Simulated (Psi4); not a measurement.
# CH3ClSeSi (SMILES Cl[SiH]1C[Se]1) at wB97X-D/def2-SVPD (density fitting, sweep point 5)

Aim: energy and forces of CH3ClSeSi. The job is set up through a Python script.

The calculation is run with Psi4 1.11.

3 further runs of the same task are left out: 3 set aside as unsound or not needed.

## 1. The molecule

The species is CH3ClSeSi (7 atoms), meant as a singlet with charge 0. As SMILES, `Cl[SiH]1C[Se]1`. The coordinates come from a PBE0-D4/def2-TZVP relaxation.

Bond lengths: Cl1–Si2 2.038 Å, Si2–C3 1.828 Å, Si2–Se4 2.207 Å, C3–Se4 2.037 Å, Si2–H5 1.473 Å, C3–H6 1.085 Å, C3–H7 1.085 Å. Some angles: Cl1–Si2–C3 118.6°, Cl1–Si2–Se4 120.8°, C3–Si2–Se4 59.8°, Si2–C3–Se4 69.4°, Si2–Se4–C3 50.8°, Cl1–Si2–H5 108.9°, C3–Si2–H5 121.3°, Se4–Si2–H5 120.3°, Si2–C3–H6 119.4°, Si2–C3–H7 121.1°.

## 2. Energy and forces at wB97X-D/def2-SVPD (density fitting, sweep point 5)

job.py reads:

```python
import psi4

psi4.set_memory(1600000000)
psi4.set_num_threads(1)
psi4.set_output_file('output.dat', False)

molecule = psi4.geometry("""
0 1
Cl     0.881600    -1.759800    -1.603600
Si     0.014000    -0.863900     0.008000
C     -0.193000     0.952000    -0.006400
Se     1.201100     0.400000     1.372600
H     -1.035600    -1.750200     0.539700
H      0.250200     1.532800    -0.808600
H     -1.057100     1.421100     0.452600
units angstrom
symmetry c1
""")

psi4.set_options({
    'basis': 'def2-SVPD',
    'scf_type': 'df',
    'guess': 'modhuckel',
})

result = psi4.gradient('wb97x-d')
print('gradient / Eh bohr^-1')
print(result.np.round(6))
for k, v in sorted(psi4.core.scalar_variables().items()):
    print(f'{k:45s} {v:18.10f}')
```

Command:

```console
$ python job.py
```

output.dat:

```text
Psi4 1.11 release

gradient() will perform analytic gradient computation.

   => Loading Basis Set <=

    Name: DEF2-SVPD
    Role: ORBITAL
    Keyword: BASIS

   => WB97X-D: Empirical Dispersion <=

    Chai and Head-Gordon Dispersion Correction

        s6 =       1.000000

         ---------------------------------------------------------
                                   SCF
                              RKS Reference
                        1 Threads,   1525 MiB Core
         ---------------------------------------------------------

  ==> Geometry <==

    Molecular point group: c1
    Full point group: C1

    Geometry (in Angstrom), charge = 0, multiplicity = 1:

       Center              X                  Y                   Z               Mass
    ------------   -----------------  -----------------  -----------------  -----------------
         CL           0.102333892332    -1.499461627009    -1.945299675934    34.968852682000
         SI          -0.765266107668    -0.603561627009    -0.333699675934    27.976926534650
         C           -0.972266107668     1.212338372991    -0.348099675934    12.000000000000
         SE           0.421833892332     0.660338372991     1.030900324066    79.916521800000
         H           -1.814866107668    -1.489861627009     0.198000324066     1.007825032230
         H           -0.529066107668     1.793138372991    -1.150299675934     1.007825032230
         H           -1.836366107668     1.681438372991     0.110900324066     1.007825032230

  Running in c1 symmetry.

  Rotational constants: A =      0.23595  B =      0.04543  C =      0.04196 [cm^-1]
  Rotational constants: A =   7073.54618  B =   1361.93471  C =   1257.80929 [MHz]
  Nuclear repulsion =  397.840096478028272

  Charge       = 0
  Multiplicity = 1
  Electrons    = 74
  Nalpha       = 37
  Nbeta        = 37

  ==> Algorithm <==

  SCF Algorithm Type is DF.
  DIIS enabled.
  MOM disabled.
  Fractional occupation disabled.
  Guess Type is MODHUCKEL.
  Energy threshold   = 1.00e-08
  Density threshold  = 1.00e-08
  Integral threshold = 1.00e-12

  ==> Primary Basis <==

  Basis Set: DEF2-SVPD
    Blend: DEF2-SVPD
    Number of shells: 56
    Number of basis functions: 136
    Number of Cartesian functions: 146
    Spherical Harmonics?: true
    Max angular momentum: 2

  ==> DFT Potential <==

   => LibXC <=

    Version 7.1.2

   => Composite Functional: WB97X-D <=

    wB97X-D Hyb-GGA Exchange-Correlation Functional

    Deriv               =              1
    GGA                 =           TRUE
    Meta                =          FALSE

    Exchange Hybrid     =           TRUE
    MP2 Hybrid          =          FALSE

   => Exchange-Correlation Functionals <=

    1.0000   wB97X-D range-separated functional

   => Exact (HF) Exchange <=

    0.7780            HF,LR [omega = 0.2000]
    0.2220               HF

   => LibXC Density Thresholds  <==

    XC_HYB_GGA_XC_WB97X_D:  1.00E-14

   => Molecular Quadrature <=

    Radial Scheme          =       TREUTLER
    Pruning Scheme         =           NONE
    Nuclear Scheme         =       TREUTLER

    Blocking Scheme        =         OCTREE
    BS radius alpha        =              1
    Pruning alpha          =              1
    Radial Points          =             75
    Spherical Points       =            302
    Total Points           =         152197
    Total Blocks           =           1225
    Max Points             =            256
    Max Functions          =            130
    Weights Tolerance      =       1.00E-15

   => Loading Basis Set <=

    Name: (DEF2-SVPD AUX)
    Role: JKFIT
    Keyword: DF_BASIS_SCF

  ==> Integral Setup <==

  DFHelper Memory: AOs need 0.272 GiB; user supplied 0.642 GiB.
  SCF_SUBTYPE=INCORE selected. In-core MEM_DF algorithm will be used.
  Using in-core AOs.

  ==> MemDFJK: Density-Fitted J/K Matrices <==

    J tasked:                   Yes
    K tasked:                   Yes
    wK tasked:                  Yes
    Omega:                2.000E-01
    Memory [MiB]:               657
    Algorithm:                 Core
    Schwarz Cutoff:           1E-12
    Mask sparsity (%):       1.9139
    Fitting Condition:        1E-10

   => Auxiliary Basis Set <=

  Basis Set: (DEF2-SVPD AUX)
    Blend: DEF2-UNIVERSAL-JKFIT
    Number of shells: 179
    Number of basis functions: 651
    Number of Cartesian functions: 830
    Spherical Harmonics?: true
    Max angular momentum: 5

  Cached 100.0% of DFT collocation blocks in 0.476 [GiB].

  Minimum eigenvalue in the overlap matrix is 4.5873334128E-04.
  Reciprocal condition number of the overlap matrix is 5.2013219981E-05.
    Using symmetric orthogonalization.

  ==> Pre-Iterations <==

   -------------------------------------------------------
    Irrep   Nso     Nmo     Nalpha   Nbeta   Ndocc  Nsocc
   -------------------------------------------------------
     A        136     136      37      37      37       0
   -------------------------------------------------------
    Total     136     136      37      37      37       0
   -------------------------------------------------------

  ==> Iterations <==

                           Total Energy        Delta E     RMS |[F,P]|

   @DF-RKS iter   1: -3189.57751498259177   -3.18958e+03   1.50709e-02 DIIS/ADIIS
   @DF-RKS iter   2: -3189.73045020015388   -1.52935e-01   9.40406e-03 DIIS/ADIIS
   @DF-RKS iter   3: -3190.48124336654200   -7.50793e-01   4.55610e-03 DIIS/ADIIS
   @DF-RKS iter   4: -3190.69837056282540   -2.17127e-01   7.14313e-04 DIIS/ADIIS
   @DF-RKS iter   5: -3190.70123171240903   -2.86115e-03   2.42910e-04 DIIS/ADIIS
   @DF-RKS iter   6: -3190.70181880349537   -5.87091e-04   4.78417e-05 DIIS
   @DF-RKS iter   7: -3190.70186264578388   -4.38423e-05   1.73926e-05 DIIS
   @DF-RKS iter   8: -3190.70187361648686   -1.09707e-05   4.83150e-06 DIIS
   @DF-RKS iter   9: -3190.70187450218145   -8.85695e-07   1.73912e-06 DIIS
   @DF-RKS iter  10: -3190.70187456421581   -6.20344e-08   5.24524e-07 DIIS
   @DF-RKS iter  11: -3190.70187457096199   -6.74618e-09   1.36505e-07 DIIS
   @DF-RKS iter  12: -3190.70187457159773   -6.35737e-10   4.13618e-08 DIIS
   @DF-RKS iter  13: -3190.70187457166412   -6.63931e-11   1.21791e-08 DIIS
   @DF-RKS iter  14: -3190.70187457166776   -3.63798e-12   5.00892e-09 DIIS
  Energy and wave function converged.

  ==> Post-Iterations <==

   Electrons on quadrature grid:
      Ntotal   =   73.9999926140 ; deviation = -7.386e-06

    Orbital Energies [Eh]
    ---------------------

    Doubly Occupied:

       1A   -454.101069     2A   -101.701666     3A    -66.337643
       4A    -58.218836     5A    -52.263071     6A    -52.261750
       7A    -52.259838     8A    -10.337223     9A     -9.606597
      10A     -7.932762    11A     -7.358318    12A     -7.352162
      13A     -7.351914    14A     -5.873235    15A     -5.868389
      16A     -5.861085    17A     -5.463589    18A     -3.813583
      19A     -3.811470    20A     -3.809538    21A     -2.215587
      22A     -2.215205    23A     -2.208867    24A     -2.204910
      25A     -2.203929    26A     -0.948260    27A     -0.873287
      28A     -0.715394    29A     -0.618928    30A     -0.545932
      31A     -0.506926    32A     -0.482228    33A     -0.449360
      34A     -0.431780    35A     -0.390238    36A     -0.362344
      37A     -0.322429

    Virtual:

      38A      0.030962    39A      0.041707    40A      0.069461
      41A      0.078007    42A      0.082078    43A      0.090598
      44A      0.107323    45A      0.116363    46A      0.131882
      47A      0.137670    48A      0.139248    49A      0.154917
      50A      0.159743    51A      0.170630    52A      0.188644
      53A      0.200157    54A      0.207558    55A      0.211412
      56A      0.228636    57A      0.231536    58A      0.251281
      59A      0.283972    60A      0.293730    61A      0.300629
      62A      0.307173    63A      0.324663    64A      0.331861
      65A      0.337845    66A      0.339534    67A      0.364966
      68A      0.371764    69A      0.374811    70A      0.385178
      71A      0.403947    72A      0.412859    73A      0.419774
      74A      0.429598    75A      0.446669    76A      0.452002
      77A      0.463138    78A      0.478772    79A      0.487192
      80A      0.500998    81A      0.508608    82A      0.526376
      83A      0.544606    84A      0.581514    85A      0.632487
      86A      0.655903    87A      0.676228    88A      0.704573
      89A      0.733884    90A      0.766054    91A      0.788219
      92A      0.795630    93A      0.815500    94A      0.823862
      95A      0.845142    96A      0.861227    97A      0.874302
      98A      0.888493    99A      0.939316   100A      0.950819
     101A      0.963001   102A      0.975575   103A      1.016296
     104A      1.042753   105A      1.061989   106A      1.067604
     107A      1.082587   108A      1.093588   109A      1.136627
     110A      1.160711   111A      1.223090   112A      1.242663
     113A      1.271423   114A      1.292444   115A      1.377337
     116A      1.394523   117A      1.618588   118A      1.653676
     119A      1.807223   120A      1.836263   121A      1.870839
     122A      1.902958   123A      1.956772   124A      2.067013
     125A      2.082170   126A      2.252365   127A      2.310563
     128A      2.350821   129A      2.545928   130A      3.005661
     131A      3.110843   132A      3.302433   133A      3.330728
     134A      3.401158   135A      3.478807   136A      3.592393

    Final Occupation by Irrep:
              A
    DOCC [    37 ]
    NA   [    37 ]
    NB   [    37 ]

  @DF-RKS Final Energy: -3190.70187457166776

   => Energetics <=

    Nuclear Repulsion Energy =            397.8400964780282720
    One-Electron Energy =               -5225.9574619123268349
    Two-Electron Energy =                1743.0437390851197961
    DFT Exchange-Correlation Energy =    -105.6261548562859929
    Empirical Dispersion Energy =          -0.0020933662027779
    VV10 Nonlocal Energy =                  0.0000000000000000
    Total Energy =                      -3190.7018745716673038

Computation Completed

Properties will be evaluated at   0.000000,   0.000000,   0.000000 [a0]

Properties computed using the SCF density matrix

 Multipole Moments:

 ------------------------------------------------------------------------------------
     Multipole            Electronic (a.u.)      Nuclear  (a.u.)        Total (a.u.)
 ------------------------------------------------------------------------------------

 L = 1.  Multiply by 2.5417464519 to convert [e a0] to [Debye]
 Dipole X            :          8.1980598           -8.7788965           -0.5808367
 Dipole Y            :          4.3515610           -4.2149593            0.1366017
 Dipole Z            :         10.5457962          -10.6226722           -0.0768760
 Magnitude           :                                                    0.6016155

 ------------------------------------------------------------------------------------

	total time  =         12 seconds =       0.20 minutes

         ------------------------------------------------------------
                                   SCF GRAD
         ------------------------------------------------------------

  ==> Geometry <==

    Molecular point group: c1
    Full point group: C1

    Geometry (in Angstrom), charge = 0, multiplicity = 1:

       Center              X                  Y                   Z               Mass
    ------------   -----------------  -----------------  -----------------  -----------------
         CL           0.102333892332    -1.499461627009    -1.945299675934    34.968852682000
         SI          -0.765266107668    -0.603561627009    -0.333699675934    27.976926534650
         C           -0.972266107668     1.212338372991    -0.348099675934    12.000000000000
         SE           0.421833892332     0.660338372991     1.030900324066    79.916521800000
         H           -1.814866107668    -1.489861627009     0.198000324066     1.007825032230
         H           -0.529066107668     1.793138372991    -1.150299675934     1.007825032230
         H           -1.836366107668     1.681438372991     0.110900324066     1.007825032230

  Nuclear repulsion =  397.840096478028272

  ==> Basis Set <==

  Basis Set: DEF2-SVPD
    Blend: DEF2-SVPD
    Number of shells: 56
    Number of basis functions: 136
    Number of Cartesian functions: 146
    Spherical Harmonics?: true
    Max angular momentum: 2

  ==> DFJKGrad: Density-Fitted SCF Gradients <==

    Gradient:                    1
    J tasked:                  Yes
    K tasked:                  Yes
    wK tasked:                 Yes
    Omega:               2.000E-01
    Integrals threads:           1
    Memory [MiB]:             1144
    Schwarz Cutoff:          1E-12
    Fitting Condition:       1E-10

   => Auxiliary Basis Set <=

  Basis Set: (DEF2-SVPD AUX)
    Blend: DEF2-UNIVERSAL-JKFIT
    Number of shells: 179
    Number of basis functions: 651
    Number of Cartesian functions: 830
    Spherical Harmonics?: true
    Max angular momentum: 5

  ==> DFT Potential <==

   => LibXC <=

    Version 7.1.2

   => Composite Functional: WB97X-D <=

    wB97X-D Hyb-GGA Exchange-Correlation Functional

    Deriv               =              1
    GGA                 =           TRUE
    Meta                =          FALSE

    Exchange Hybrid     =           TRUE
    MP2 Hybrid          =          FALSE

   => Exchange-Correlation Functionals <=

    1.0000   wB97X-D range-separated functional

   => Exact (HF) Exchange <=

    0.7780            HF,LR [omega = 0.2000]
    0.2220               HF

   => LibXC Density Thresholds  <==

    XC_HYB_GGA_XC_WB97X_D:  1.00E-14

   => Molecular Quadrature <=

    Radial Scheme          =       TREUTLER
    Pruning Scheme         =           NONE
    Nuclear Scheme         =       TREUTLER

    Blocking Scheme        =         OCTREE
    BS radius alpha        =              1
    Pruning alpha          =              1
    Radial Points          =             75
    Spherical Points       =            302
    Total Points           =         152197
    Total Blocks           =           1225
    Max Points             =            256
    Max Functions          =            130
    Weights Tolerance      =       1.00E-15

  -Total Gradient:
     Atom            X                  Y                   Z
    ------   -----------------  -----------------  -----------------
       1       -0.004616032178     0.004557141130     0.008091694854
       2        0.006449968225     0.001419797122    -0.005781069147
       3       -0.002402678168     0.001302076923    -0.002025439574
       4       -0.003118212035    -0.001230242314    -0.003140985511
       5        0.000288862765     0.000480352435    -0.000277216433
       6       -0.001657694780    -0.003245567593     0.004588889325
       7        0.004960681653    -0.002378890856    -0.001803114865

	total time  =          3 seconds =       0.05 minutes
```

The script printed:

```text
gradient / Eh bohr^-1
[[-0.004616  0.004557  0.008092]
 [ 0.00645   0.00142  -0.005781]
 [-0.002403  0.001302 -0.002025]
 [-0.003118 -0.00123  -0.003141]
 [ 0.000289  0.00048  -0.000277]
 [-0.001658 -0.003246  0.004589]
 [ 0.004961 -0.002379 -0.001803]]
CURRENT ENERGY                                  -3190.7018745717
CURRENT REFERENCE ENERGY                        -3190.7018745717
DD SOLVATION ENERGY                                 0.0000000000
DFT FUNCTIONAL TOTAL ENERGY                     -3190.6997812055
DFT TOTAL ENERGY                                -3190.7018745717
DFT VV10 ENERGY                                     0.0000000000
DFT XC ENERGY                                    -105.6261548563
DISPERSION CORRECTION ENERGY                       -0.0020933662
GRID ELECTRONS ALPHA                               36.9999963070
GRID ELECTRONS BETA                                36.9999963070
GRID ELECTRONS TOTAL                               73.9999926140
NUCLEAR REPULSION ENERGY                          397.8400964780
ONE-ELECTRON ENERGY                             -5225.9574619123
PCM POLARIZATION ENERGY                             0.0000000000
PE ENERGY                                           0.0000000000
SCF ITERATION ENERGY                            -3190.7018745717
SCF ITERATIONS                                     14.0000000000
SCF TOTAL ENERGY                                -3190.7018745717
TWO-ELECTRON ENERGY                              1743.0437390851
WB97X-D DISPERSION CORRECTION ENERGY               -0.0020933662
XC GRID RADIAL POINTS                              75.0000000000
XC GRID SPHERICAL POINTS                          302.0000000000
XC GRID TOTAL POINTS                           152197.0000000000
```

It took 17 s on 1 thread of Intel Xeon Platinum 8488C (Sapphire Rapids), shared host; peak memory 1 GiB.

## 3. Outcome

Level: wB97X-D/def2-SVPD (density fitting, sweep point 5).

| quantity | value |
| --- | --- |
| total energy | -3190.70187 Eh |
| dipole moment | 1.53 D |
| HOMO energy | -8.77 eV |
| LUMO energy | 0.84 eV |
| HOMO–LUMO gap | 9.62 eV |
| dispersion energy | -5.50 kJ/mol |
| largest force on an atom | 0.533 eV/Å |

The largest force is 0.53 eV/Å: the shape isn't a stationary point for this species at this level.
